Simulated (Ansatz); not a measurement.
# Cl2HOSn radical: a ladder of functionals and wavefunction methods

An exercise on one series of results from a longer session: the logs are not shown, and one member is left open.

The runs use Ansatz 0.2.0, Gaussian basis; functionals in def2-TZVPP, the program's frozen cores in correlated methods.

Levels to be run: LDA (SPW92), PBE-D4, revPBE-D4, BLYP-D4, r2SCAN-D4, B97M-V, PBE0-D4, B3LYP-D4, r2SCANh-D4, r2SCAN0-D4, HSE06-D4, BHLYP-D4, CAM-B3LYP-D4, LC-ωPBE, ωB97X-V, ωB97M-V, B2PLYP, PBE-QIDH; CCSD(T)/def2-SVP; CCSD(T)/def2-TZVPP; MP2/def2-QZVPP; extrapolation to the limit; RPA on PBE.

## The geometry

An earlier PBE0-D4 in a triple-zeta def2 set relaxation fixed the geometry. Sn takes the def2 core potential; no spin-orbit term is included.

SMILES `[OH][Sn]([Cl])[Cl]`, 5 atoms, charge 0, spin multiplicity 2.

Atoms are counted from 1 here; the program's logs count them from 0.

Bond lengths: O1–Sn2 1.961 Å, O1–H5 0.963 Å, Sn2–Cl3 2.330 Å, Sn2–Cl4 2.347 Å. Angles: Sn2–O1–H5 112.2°, O1–Sn2–Cl3 104.8°, O1–Sn2–Cl4 106.4°, Cl3–Sn2–Cl4 109.7°.

Geometry (Å):

```
atom    x (Å)    y (Å)    z (Å)
  O1   0.2370   1.3622   0.3652
 Sn2   0.5888  -0.4354  -0.3352
 Cl3   0.9466  -1.7508   1.5546
 Cl4  -1.3789  -1.1205  -1.4147
  H5  -0.3435   1.8709  -0.2113
```

Set-up of the first run:

in.yaml

```yaml
crystal:
  periodic: [false, false, false]
  atoms:
    - {symbol: O, position_ang: [0.237040, 1.362180, 0.365228]}
    - {symbol: Sn, position_ang: [0.588827, -0.435376, -0.335210]}
    - {symbol: Cl, position_ang: [0.946603, -1.750757, 1.554569]}
    - {symbol: Cl, position_ang: [-1.378926, -1.120550, -1.414686]}
    - {symbol: H, position_ang: [-0.343545, 1.870903, -0.211301]}
basis:
  gaussian: {orbitals: def2-TZVPP}
magnetization: {spin_polarized: true, initial_magnetization: 1}
hamiltonian: {xc: lda}
output: {orbitals: {seedname: orbitals}}
```

On the command line:

```sh
> ansatz run in.yaml --threads 2 --pin off --events-out ev --progress --plain --max-ram 32768MiB --backend cpu
```

Among the steps run: LDA; PBE-D4 (GGA); revPBE-D4 (GGA); BLYP-D4 (GGA); r2SCAN-D4 (meta-GGA); B97M-V (meta-GGA); PBE0-D4 (hybrid); B3LYP-D4 (hybrid); r2SCANh-D4 (hybrid); r2SCAN0-D4 (hybrid); HSE06-D4 (hybrid); BHLYP-D4 (hybrid); CAM-B3LYP-D4 (range-separated); LC-ωPBE (range-separated); ωB97X-V (range-separated); ωB97M-V (range-separated); B2PLYP (double hybrid); PBE-QIDH (double hybrid).

One table of the session follows, with a row left open; its other results are not shown here.

It belongs to the step «Orbital energies across the functionals». 

| functional | HOMO (eV) | LUMO (eV) | gap (eV) |
| --- | --- | --- | --- |
| LDA (SPW92) | -6.43 | -5.84 | 0.59 |
| PBE-D4 | -6.29 | -5.48 | 0.81 |
| revPBE-D4 | -6.24 | -5.35 | 0.89 |
| BLYP-D4 | -6.13 | -5.46 | 0.67 |
| r2SCAN-D4 | ? | ? | ? |
| B97M-V | -6.49 | -5.54 | 0.96 |
| PBE0-D4 | -7.47 | -4.71 | 2.77 |
| B3LYP-D4 | -7.23 | -5.05 | 2.18 |
| r2SCANh-D4 | -7.14 | -5.00 | 2.13 |
| r2SCAN0-D4 | -7.79 | -4.55 | 3.24 |
| HSE06-D4 | -7.09 | -5.08 | 2.01 |
| BHLYP-D4 | -8.50 | -3.95 | 4.55 |
| CAM-B3LYP-D4 | -8.71 | -3.85 | 4.86 |
| LC-ωPBE | -10.02 | -2.53 | 7.49 |
| ωB97X-V | -9.58 | -2.86 | 6.72 |
| ωB97M-V | -9.49 | -2.93 | 6.56 |

Q: Estimate the row for r2SCAN-D4 from the others.

Worked estimate for «HOMO (eV)». Against the share of exact exchange, r2SCANh-D4 (0.1, -7.14), r2SCAN0-D4 (0.25, -7.79) give a slope of -4.33 per unit share; at 0 the line stands at -6.71.

The run gave: HOMO (eV): -6.70; LUMO (eV): -5.30; gap (eV): 1.40. In «HOMO (eV)» the line misses by -0.01.
